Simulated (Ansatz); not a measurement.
# ZnB: from a guess to a relaxed structure

The task: take a trial cell of ZnB to zero force and stress.

Method: DFT PBE, scalar-relativistic, plane waves, PAW, in Ansatz 0.2.0.

## (1) The system as given

The structure is cubic, space group Pm-3m (No. 221). The conventional cell has a = 2.794 Å, b = 2.794 Å, c = 2.794 Å, α = 90.00°, β = 90.00°, γ = 90.00°. Zn (site symmetry m-3m) is surrounded by 8 B at 2.42 Å. B (site symmetry m-3m) has 8 Zn at 2.42 Å as nearest neighbours.

Coordinates:

```xyz
2
Lattice="2.7941 0.0000 0.0000 0.0000 2.7941 0.0000 0.0000 0.0000 2.7941" Properties=species:S:1:pos:R:3 pbc="T T T"
Zn    0.0000    0.0000    0.0000
B     1.3971    1.3971    1.3971
```

Recipe of the guess: ordered superstructure of bcc (Pm-3m, No. 221). The dimensions are guesses.

## (2) The guess as it stands, on a coarse mesh

input.yaml reads:

```yaml
crystal:
  lattice:
    - [2.79413425, 0.0, 0.0]
    - [0.0, 2.79413425, 0.0]
    - [0.0, 0.0, 2.79413425]
  atoms:
    - { symbol: Zn, position: [0.0, 0.0, 0.0] }
    - { symbol: B, position: [0.5, 0.5, 0.5] }
basis:
  ecutwfc: 420
kpoints:
  mp_grid: { grid: [6, 6, 6] }
hamiltonian:
  xc: pbe
scf:
  occupations: { method: gaussian, width: 0.1 }
  lower_state_search: "off"
output:
  forces: true
  stress: true
  eigenvalues: true
```

The run is started by

```console
ansatz run input.yaml --threads 1 --pin off --max-ram 2048MiB --backend cpu --events-out ev --progress --plain --runs-dir out
```

Output, shortened:

```text
[...]
SCF converged after 6 iterations
Free energy (F): -3472.487205 eV
[...]
E sigma→0 (E₀):  -3472.484183 eV
Entropy (-TS):   -0.006045 eV (-3.022 meV/atom)
Fermi energy:    11.388235 eV
[...]
--- Forces (eV/Å), atoms counted from 1 ---
  atom   1  Zn    -0.00000000     0.00000000     0.00000000
  atom   2  B      0.00000000    -0.00000000    -0.00000000
[...]
--- Stress (GPa, compression-positive) ---
        2.229570      -0.000000       0.000000
       -0.000000       2.229570       0.000000
        0.000000       0.000000       2.229570
  P = ⅓ Tr σ = 2.2296 GPa (22.296 kbar)
--- Band table (eV; the first three rows and the last of 20) ---
  k-point 0: bands = ["-1.5251", "3.2492", "3.2492", "4.1112", "4.1112", "4.1112", "13.1961", "13.1961", "13.1961", "18.7228", "21.1630", "21.1630"]
[...]
```

It took 2.1 s on 1 thread of AMD EPYC 7B13 (Zen 3), shared host; peak memory 0.31 GiB.

Read-out: pressure 2.2 GPa, largest force 0.00 eV/Å, gap on this mesh none (metal). The relaxation goes to the converged mesh at once.

## (3) Full relaxation

input.yaml: that of step 2 with these lines changed.

```diff
@@ -11,3 +11,3 @@
 kpoints:
-  mp_grid: { grid: [6, 6, 6] }
+  mp_grid: { grid: [20, 20, 20] }
 hamiltonian:
@@ -16,3 +16,2 @@
   occupations: { method: gaussian, width: 0.1 }
-  lower_state_search: "off"
 output:
@@ -21 +20,10 @@
   eigenvalues: true
+  write_density: true
+  write_potential: true
+  elf: true
+  volumetric_format: npy
+relax:
+  adjacent_minimum: "off"
+  f_tol: 0.01
+  max_steps: 80
+  cell: { stress_tol: 0.05 }
```

The run is started by

```console
ansatz run input.yaml --threads 1 --pin off --max-ram 2048MiB --backend cpu --events-out ev --progress --plain --runs-dir out
```

Output:

```text
Warning: RAYON_NUM_THREADS=1 ignored (pool sized by the plan → 1); use --threads N
Engine: ansatz 0.2.0, x86_64-unknown-linux-gnu
Pseudopotentials: kind: paw
Pseudopotential: Zn, paw, valence charge 12, recommended cutoff 420 eV (normal), Zn.paw.azcp
Pseudopotential: B, paw, valence charge 3, recommended cutoff 420 eV (normal), B.paw.azcp
Functional definition: PBE
  parameter kappa = 0.804
  parameter beta = 0.06672455060314922
  exchange = pbe_x(kappa = kappa, mu = beta*pi^2/3)
  correlation = pbe_c(beta = beta)
Crystal: 2 atoms, lattice volume = 21.814 Å³
Basis set: ecut = 420 eV, 437 PW (Γ), exchange–correlation on 40×40×40 points (8 copies of the dense FFT grid, shifted against one another)
Bands: 12, of which v1, the nominal top of the filled ones, is band 8 counted from 1 (7 counted from 0)
Symmetry: 48 space group operations
Space group: Pm-3m (ITA 221), of the structure as read, at distance tolerance 2.8e-5 Å
k-points: 286 of 8000
Non-local potential: Zn, projectors of the file, l = 0: 2, l = 1: 2, l = 2: 3, l = 3: 1
Non-local potential: B, projectors of the file, l = 0: 2, l = 1: 2, l = 2: 1
PAW form: soft (Blöchl's): semilocal exchange-correlation on the pseudo side does not see the compensation charge
PAW one-centre angular grid: Zn, 590 points (default); XC on 64 Gauss nodes
PAW one-centre angular grid: B, 110 points (default); XC on 64 Gauss nodes
Initial density: superposition of atomic densities (neutral atoms: chi_scale 0, normalization atom), corrected by the library's trained network
Initial wavefunctions: pseudopotential atomic-orbital guess
Functional: x = pbe(κ = 0.804, μ = 0.2195149727645171), c = pbe(β = 0.06672455060314922)
SCF iter   1: F=—  HF=-3472.500576 eV  |F-HF|=—  |Δ(HF+E_count)|=         —  Δρ=1.81e-3  dr2=6.96e-4  ethr=1.77e-3  ⟨swp⟩=5.0  Hψ=18950  notcnv=0
preconditioner: auto → none  [metal: Δε(μ)=0.040 eV  Ē_g=13.216 eV  σ=0.100 eV  W_gap=0.22  n_scr=6 (ndim 8)  ℏωp=30.8 eV  f_vac=0.000  D(μ)=0.57/eV (n_scr^D=0)  sad-step TF]
SCF iter   2: F=—  HF=-3472.500834 eV  |F-HF|=—  |Δ(HF+E_count)|=   2.59e-4  Δρ=1.12e-3  dr2=1.65e-4  ethr=4.64e-6  ⟨swp⟩=2.1  Hψ=7078  notcnv=0
SCF iter   3: F=—  HF=-3472.500841 eV  |F-HF|=—  |Δ(HF+E_count)|=   7.18e-6  Δρ=6.99e-4  dr2=8.28e-5  ethr=1.10e-6  ⟨swp⟩=2.0  Hψ=5032  notcnv=0
SCF iter   4: F=—  HF=-3472.500811 eV  |F-HF|=—  |Δ(HF+E_count)|=   3.04e-5  Δρ=1.02e-4  dr2=1.22e-6  ethr=5.52e-7  ⟨swp⟩=2.0  Hψ=5205  notcnv=0
SCF iter   5: F=—  HF=-3472.500811 eV  |F-HF|=—  |Δ(HF+E_count)|=   2.71e-7  Δρ=2.70e-5  dr2=1.93e-7  ethr=8.13e-9  ⟨swp⟩=2.0  Hψ=5403  notcnv=0
SCF iter   6: F=-3472.500811 eV  HF=-3472.500811 eV  |F-HF|=5.28e-9  |Δ(HF+E_count)|=   4.54e-8  Δρ=7.03e-6  dr2=1.30e-8  ethr=6.67e-10  ⟨swp⟩=7.7  Hψ=18015  notcnv=0
SCF 1 converged in 6 iterations: F = -3472.500811 eV  dr2 = 1.30e-8
relax step   1: F+E_penalty+E_count = -3472.50081062 eV  Δ(F+E_penalty+E_count) = +0.000e0 eV  max|allowed force component| = 1.068e-30 eV/Å  Δτ_max = 0.0000 Å  P = +1.653 GPa  Ω = 21.814 Å³  (6 SCF iters, dr2 threshold 1.00e-7 eV, accepted)
Crystal: 2 atoms, lattice volume = 22.028 Å³
Initial density: handed on by an earlier stage of this run
Initial wavefunctions: those handed on with the density
iter 1 solved again at ethr=2.60e-6 eV; its pass at ethr=3.10e-3 eV (dr2=3.90e-4 eV) is discarded
SCF iter   1: F=—  HF=-3472.502124 eV  |F-HF|=—  |Δ(HF+E_count)|=         —  Δρ=1.26e-3  dr2=4.13e-4  ethr=2.60e-6  ⟨swp⟩=2.4  Hψ=23032  notcnv=0
preconditioner: auto → none  [metal: Δε(μ)=0.029 eV  Ē_g=13.175 eV  σ=0.100 eV  W_gap=0.16  n_scr=6 (ndim 8)  ℏωp=30.6 eV  f_vac=0.000  D(μ)=0.59/eV (n_scr^D=0)]
SCF iter   2: F=—  HF=-3472.502037 eV  |F-HF|=—  |Δ(HF+E_count)|=   8.74e-5  Δρ=8.12e-4  dr2=9.05e-5  ethr=2.60e-6  ⟨swp⟩=2.0  Hψ=5323  notcnv=0
SCF iter   3: F=—  HF=-3472.501997 eV  |F-HF|=—  |Δ(HF+E_count)|=   4.03e-5  Δρ=1.38e-4  dr2=4.25e-6  ethr=6.03e-7  ⟨swp⟩=2.0  Hψ=5395  notcnv=0
SCF iter   4: F=-3472.501995 eV  HF=-3472.501995 eV  |F-HF|=1.07e-7  |Δ(HF+E_count)|=   1.69e-6  Δρ=2.78e-5  dr2=1.20e-7  ethr=1.33e-9  ⟨swp⟩=6.6  Hψ=23339  notcnv=0
SCF 2 converged in 4 iterations: F = -3472.501995 eV  dr2 = 1.20e-7
relax step   2: F+E_penalty+E_count = -3472.50199476 eV  Δ(F+E_penalty+E_count) = -1.184e-3 eV  max|allowed force component| = 1.150e-31 eV/Å  Δτ_max = 0.0000 Å  P = +0.512 GPa  Ω = 22.028 Å³  energy of the carried Pulay correction = -2.543e-4 eV  (4 SCF iters, dr2 threshold 2.00e-7 eV, accepted)
Crystal: 2 atoms, lattice volume = 22.126 Å³
Basis set: ecut = 420 eV, 461 PW (Γ), exchange–correlation on 40×40×40 points (8 copies of the dense FFT grid, shifted against one another)
iter 1 solved again at ethr=5.36e-7 eV; its pass at ethr=3.10e-3 eV (dr2=8.04e-5 eV) is discarded
SCF iter   1: F=—  HF=-3472.502060 eV  |F-HF|=—  |Δ(HF+E_count)|=         —  Δρ=5.70e-4  dr2=8.48e-5  ethr=5.36e-7  ⟨swp⟩=2.4  Hψ=22765  notcnv=0
preconditioner: auto → none  [metal: Δε(μ)=0.011 eV  Ē_g=13.128 eV  σ=0.100 eV  W_gap=0.06  n_scr=6 (ndim 8)  ℏωp=30.6 eV  f_vac=0.000  D(μ)=0.59/eV (n_scr^D=0)]
SCF iter   2: F=—  HF=-3472.502048 eV  |F-HF|=—  |Δ(HF+E_count)|=   1.19e-5  Δρ=3.68e-4  dr2=1.85e-5  ethr=5.36e-7  ⟨swp⟩=2.0  Hψ=5321  notcnv=0
SCF iter   3: F=—  HF=-3472.502038 eV  |F-HF|=—  |Δ(HF+E_count)|=   9.76e-6  Δρ=6.43e-5  dr2=9.08e-7  ethr=1.23e-7  ⟨swp⟩=2.0  Hψ=5394  notcnv=0
SCF iter   4: F=-3472.502038 eV  HF=-3472.502038 eV  |F-HF|=1.48e-8  |Δ(HF+E_count)|=   3.85e-7  Δρ=1.46e-5  dr2=2.81e-8  ethr=1.33e-9  ⟨swp⟩=8.5  Hψ=23966  notcnv=0
SCF 3 converged in 4 iterations: F = -3472.502038 eV  dr2 = 2.81e-8
relax step   3: F+E_penalty+E_count = -3472.50203778 eV  Δ(F+E_penalty+E_count) = -4.302e-5 eV  max|allowed force component| = 9.450e-32 eV/Å  Δτ_max = 0.0000 Å  P = +0.012 GPa  Ω = 22.126 Å³  energy of the carried Pulay correction = -3.693e-4 eV  (4 SCF iters, dr2 threshold 2.00e-7 eV, accepted)
Initial wavefunctions: pseudopotential atomic-orbital guess (no wavefunctions were taken with the density)
iter 1 solved again at ethr=3.98e-8 eV; its pass at ethr=3.10e-3 eV (dr2=5.97e-6 eV) is discarded
SCF iter   1: F=—  HF=-3472.502402 eV  |F-HF|=—  |Δ(HF+E_count)|=         —  Δρ=2.08e-4  dr2=2.85e-7  ethr=3.98e-8  ⟨swp⟩=3.0  Hψ=28337  notcnv=0
preconditioner: auto → none  [metal: Δε(μ)=0.016 eV  Ē_g=13.119 eV  σ=0.100 eV  W_gap=0.09  n_scr=6 (ndim 8)  ℏωp=30.6 eV  f_vac=0.000  D(μ)=0.59/eV (n_scr^D=0)]
SCF iter   2: F=—  HF=-3472.502426 eV  |F-HF|=—  |Δ(HF+E_count)|=   2.39e-5  Δρ=1.10e-4  dr2=2.15e-7  ethr=1.90e-9  ⟨swp⟩=2.0  Hψ=5369  notcnv=0
SCF iter   3: F=—  HF=-3472.502431 eV  |F-HF|=—  |Δ(HF+E_count)|=   4.98e-6  Δρ=4.35e-5  dr2=7.16e-8  ethr=1.44e-9  ⟨swp⟩=2.0  Hψ=5345  notcnv=0
SCF iter   4: F=—  HF=-3472.502432 eV  |F-HF|=—  |Δ(HF+E_count)|=   7.01e-7  Δρ=1.15e-5  dr2=7.69e-10  ethr=4.77e-10  ⟨swp⟩=2.0  Hψ=5376  notcnv=0
SCF iter   5: F=—  HF=-3472.502432 eV  |F-HF|=—  |Δ(HF+E_count)|=   6.81e-8  Δρ=2.43e-6  dr2=7.75e-11  ethr=5.13e-12  ⟨swp⟩=2.5  Hψ=5558  notcnv=0
SCF iter   6: F=-3472.502432 eV  HF=-3472.502432 eV  |F-HF|=9.09e-13  |Δ(HF+E_count)|=   3.04e-9  Δρ=3.05e-8  dr2=7.20e-14  ethr=1.00e-12  ⟨swp⟩=5.0  Hψ=13000  notcnv=0
SCF 4 converged in 6 iterations: F = -3472.502432 eV  dr2 = 7.20e-14
relax step   4: F+E_penalty+E_count = -3472.50243176 eV  Δ(F+E_penalty+E_count) = -3.940e-4 eV  max|allowed force component| = 6.985e-32 eV/Å  Δτ_max = 0.0000 Å  P = +0.029 GPa  Ω = 22.126 Å³  stress off target by 2.92e-2 GPa  SCF on the basis re-selected at this cell (its energy is not comparable with the rows above)  (6 SCF iters)
basis re-selected at this cell: Δ(F+E_penalty+E_count) = -3.940e-4 eV, ΔP = +0.018 GPa vs the last step (what re-selecting the basis moved, of the pressure what is left beyond the Pulay correction that the steps carried, after the strain that the cell walked since its last selection, with what the two solves' SCF thresholds leave and, on support functions, any second-order correction that the steps lacked; it is no measure of the basis error at this ecutwfc). This SCF's stress stands 2.92e-2 GPa from its target on what of the cell is left free (relax.cell.stress_tol is 5.00e-2 GPa) and its largest allowed force component is 6.98e-32 eV/Å (relax.f_tol is 1.00e-2 eV/Å): within both
SCF converged after 6 iterations
Free energy (F): -3472.502432 eV
Harris-Foulkes:  -3472.502432 eV  (|F-HF|=9.09e-13)
Internal energy: -3472.499473 eV  (E = F + TS)
E sigma→0 (E₀):  -3472.500952 eV
Entropy (-TS):   -0.002959 eV (-1.479 meV/atom)
Fermi energy:    11.178885 eV
--- Per-component energies (eV) ---
  E_band       = 65.582312
  E_kinetic    = 171.818763
  E_local      = -1625.515814  (includes V_loc(G=0)·N_el)
  E_nonlocal   = 625.997184
  E_hartree    = 688.734224
  E_xc         = -167.947367
  E_vxc        = -88.400948  (∫ρ·V_xc dr)
  E_paw        = -1904.191737  (= ΣΔE_a)
  E_vpaw       = -395.785005  (= ΣTr[D̂ρ^β])
  E_aug_tail   = -0.000316  (compensation charges beyond the density's cutoff)
  E_ewald      = -1261.394408
  E_smearing   = -0.002959  (= −TS)
  E_closure    = -0.000000  (closes the sum)
  Σ components = -3472.502432   (vs F -3472.502432, Δ=0.00e0)
--- Forces (eV/Å), atoms counted from 1 ---
  atom   1  Zn     0.00000000    -0.00000000     0.00000000
  atom   2  B      0.00000000    -0.00000000     0.00000000
  max |Σ_I F_I| component: 1.89e-31 eV/Å
--- Stress (GPa, compression-positive) ---
        0.029171      -0.000000       0.000000
       -0.000000       0.029171      -0.000000
        0.000000      -0.000000       0.029171
  P = ⅓ Tr σ = 0.0292 GPa (0.292 kbar)
--- Band table (eV; the first three rows and the last of 286) ---
  k-point 0: bands = ["-1.6039", "3.0423", "3.0423", "3.8777", "3.8777", "3.8777", "13.0005", "13.0005", "13.0005", "18.3351", "20.8957", "20.8957"]
  k-point 1: bands = ["-1.5595", "3.0453", "3.0500", "3.8679", "3.8679", "3.8785", "12.6875", "13.0467", "13.0467", "18.4421", "20.9285", "21.1349"]
  k-point 2: bands = ["-1.4267", "3.0541", "3.0720", "3.8396", "3.8396", "3.8806", "11.8961", "13.1826", "13.1826", "18.6563", "21.0268", "21.7816"]
  k-point 285: bands = ["2.7465", "2.7465", "2.7465", "4.1471", "4.1471", "9.3452", "11.2283", "11.2283", "11.2283", "13.5218", "13.5218", "13.5218"]
--- Relaxed structure (3 steps of the walk, 3 accepted, 1 SCFs on fresh bases) ---
  F+E_penalty+E_count = -3472.50243176 eV   max|allowed force component| = 6.985e-32 eV/Å   (the final SCF, on the basis selected at the relaxed cell)
  cell:  # Å, volume = 22.1258 Å³
    - [2.8073719860592643, -9.62964972193618e-34, 1.2839532962581572e-34]
    - [-9.62964972193618e-34, 2.8073719860592643, 0.0]
    - [1.2839532962581572e-34, 0.0, 2.8073719860592643]
  atoms:
    - { symbol: Zn, position: [1.2205930846686933e-35, 3.4104806777504836e-36, 2.153987796473906e-36] }
    - { symbol: B, position: [0.5, 0.5, 0.5] }
```

It took 21 s on 1 thread of AMD EPYC 7B13 (Zen 3), shared host; peak memory 0.44 GiB.

The steps of the relaxation:

```csv
step,E - E(step 1) (eV/cell),largest force component (eV/Å),pressure (GPa),volume (Å³)
1,0.0000,0.0000,1.65,21.81
2,-0.0012,0.0000,0.51,22.03
3,-0.0012,0.0000,0.01,22.13
4,-0.0016,0.0000,0.03,22.13
```

Step 1 is the start. Step 4 repeats the geometry before it on a plane-wave basis chosen anew for that cell, so its energy need not be comparable with the rows above.

|  | before | after | change |
| --- | --- | --- | --- |
| a (Å) | 2.794 | 2.807 | +0.5 % |
| b (Å) | 2.794 | 2.807 | +0.5 % |
| c (Å) | 2.794 | 2.807 | +0.5 % |
| volume (Å³/atom) | 10.91 | 11.06 | +1.4 % |
| shortest distance (Å) | 2.420 | 2.431 | +0.5 % |
| space group (0.01 Å) | Pm-3m | Pm-3m | same |

The run keeps the 48 symmetry operations of the start, so it could not have lowered the symmetry.

Density in a lattice plane of the grid's cell (edges 2.81 and 2.81 Å, at 0.000 of the third edge), which holds Zn.

Ten even steps from ' ' (0.19 e/Å³) to '@' (45.91 e/Å³):
```
##**==::..                              ..::==**
==--::..                                  ..::--
......                                      ....
                                                
                                                
                                                
                                                
                                                
                                                
                                                
                                                
                                                
                                                
                                                
                                                
                                                
......                                      ....
==--::..                                  ..::--
##**==::..                              ..::==**
@@##++::..                              ..::++##
```
Columns run along the first of these edges and rows up along the second, over one cell in 24 and 20 even steps from the bottom left corner. Atoms in the plane (fractional): Zn at (0.00, 0.00).

ELF in the same plane.

Values, 12 rows by 12 columns:
```
0.00 0.01 0.05 0.14 0.18 0.19 0.21 0.19 0.18 0.14 0.05 0.01
0.03 0.05 0.11 0.17 0.18 0.21 0.24 0.21 0.18 0.17 0.11 0.05
0.13 0.14 0.17 0.18 0.20 0.25 0.27 0.25 0.20 0.18 0.17 0.14
0.18 0.18 0.18 0.20 0.25 0.28 0.28 0.28 0.25 0.20 0.18 0.18
0.18 0.19 0.21 0.25 0.28 0.29 0.29 0.29 0.28 0.25 0.21 0.19
0.20 0.21 0.24 0.27 0.28 0.29 0.30 0.29 0.28 0.27 0.24 0.21
0.18 0.19 0.21 0.25 0.28 0.29 0.29 0.29 0.28 0.25 0.21 0.19
0.18 0.18 0.18 0.20 0.25 0.28 0.28 0.28 0.25 0.20 0.18 0.18
0.13 0.14 0.17 0.18 0.20 0.25 0.27 0.25 0.20 0.18 0.17 0.14
0.03 0.05 0.11 0.17 0.18 0.21 0.24 0.21 0.18 0.17 0.11 0.05
0.00 0.01 0.05 0.14 0.18 0.19 0.21 0.19 0.18 0.14 0.05 0.01
0.00 0.00 0.03 0.13 0.18 0.18 0.20 0.18 0.18 0.13 0.03 0.00
```
Columns run along the first of these edges and rows up along the second, over one cell in 12 and 12 even steps from the bottom left corner. Atoms in the plane (fractional): Zn at (0.00, 0.00).

Both are smooth fields of the valence electrons: close to the nuclei they are not physical.

The highest ELF values outside the cores: 0.74 in the shell around B, 0.8 Å from B.

## (4) Variant: accuracy medium, ecutwfc left out

input.yaml reads:

```yaml
crystal:
  lattice:
    - [2.8073719861, 0.0, 0.0]
    - [0.0, 2.8073719861, 0.0]
    - [0.0, 0.0, 2.8073719861]
  atoms:
    - { symbol: Zn, position: [0.0, 0.0, 0.0] }
    - { symbol: B, position: [0.5, 0.5, 0.5] }
kpoints:
  mp_grid: { grid: [20, 20, 20] }
hamiltonian:
  xc: pbe
scf:
  occupations: { method: gaussian, width: 0.1 }
output:
  forces: true
  eigenvalues: true
  stress: true
accuracy: medium
```

The run is started by

```console
ansatz run input.yaml --threads 1 --pin off --max-ram 2048MiB --backend cpu --events-out ev --progress --plain --runs-dir out
```

Output, shortened:

```text
Warning: RAYON_NUM_THREADS=1 ignored (pool sized by the plan → 1); use --threads N
[...]
Pseudopotentials: kind: paw
Pseudopotential: Zn, paw, valence charge 12, recommended cutoff 420 eV (normal), Zn.paw.azcp
Pseudopotential: B, paw, valence charge 3, recommended cutoff 420 eV (normal), B.paw.azcp
Functional definition: PBE
[...]
Crystal: 2 atoms, lattice volume = 22.126 Å³
Basis set: ecut = 420 eV, 461 PW (Γ), exchange–correlation on 40×40×40 points (8 copies of the dense FFT grid, shifted against one another)
Bands: 12, of which v1, the nominal top of the filled ones, is band 8 counted from 1 (7 counted from 0)
Symmetry: 48 space group operations
Space group: Pm-3m (ITA 221), of the structure as read, at distance tolerance 2.8e-5 Å
k-points: 286 of 8000
[...]
SCF iter   1: F=—  HF=-3472.502164 eV  |F-HF|=—  |Δ(HF+E_count)|=         —  Δρ=1.64e-3  dr2=5.72e-4  ethr=1.77e-3  ⟨swp⟩=5.0  Hψ=18929  notcnv=0
[...]
SCF iter   6: F=-3472.502432 eV  HF=-3472.502432 eV  |F-HF|=2.41e-9  |Δ(HF+E_count)|=   4.92e-9  Δρ=5.35e-6  dr2=2.59e-9  ethr=5.62e-10  ⟨swp⟩=3.0  Hψ=13091  notcnv=0
[...]
SCF converged after 6 iterations
Free energy (F): -3472.502432 eV
[...]
E sigma→0 (E₀):  -3472.500952 eV
Entropy (-TS):   -0.002959 eV (-1.479 meV/atom)
Fermi energy:    11.178882 eV
[...]
--- Forces (eV/Å), atoms counted from 1 ---
  atom   1  Zn    -0.00000000     0.00000000     0.00000000
  atom   2  B      0.00000000     0.00000000     0.00000000
[...]
--- Stress (GPa, compression-positive) ---
        0.029194       0.000000       0.000000
       -0.000000       0.029194       0.000000
        0.000000       0.000000       0.029194
  P = ⅓ Tr σ = 0.0292 GPa (0.292 kbar)
--- Band table (eV; the first three rows and the last of 286) ---
  k-point 0: bands = ["-1.6039", "3.0423", "3.0423", "3.8777", "3.8777", "3.8777", "13.0005", "13.0005", "13.0005", "18.3351", "20.8957", "20.8957"]
[...]
```

Wall time 4.5 s (1 thread of AMD EPYC 7B13 (Zen 3), shared host); peak memory 0.41 GiB.

| run | ending | energy change | pressure (GPa) | gap (eV) | force (eV/Å) | cycles | time |
| --- | --- | --- | --- | --- | --- | --- | --- |
| step 3 | converged | 0 | 0.0 | 0.00 | 0.00 | - | 21 s |
| variant | converged | 0.0 meV/atom | 0.0 | 0.00 | 0.00 | 6 | 4.5 s |

The changed input (accuracy level) leaves the energy the same to the digits printed.

## (5) Summary of results

| quantity | value |
| --- | --- |
| symmetry at the end (tolerance 0.05 Å) | space group Pm-3m (No. 221) |
| conventional cell | a = 2.807 Å, b = 2.807 Å, c = 2.807 Å, α = 90.00°, β = 90.00°, γ = 90.00° |
| volume | 11.06 Å³/atom |
| energy over the elements | +1.22 eV/atom |
| gap on the mesh | none (metal) |

In words: The space group Pm-3m (No. 221) is kept, and the volume per atom grows by 1.4 % from the first guess. With a positive formation energy it can't be a ground state. No finished test with a distortion of lower symmetry is shown, so the end may be a saddle point.
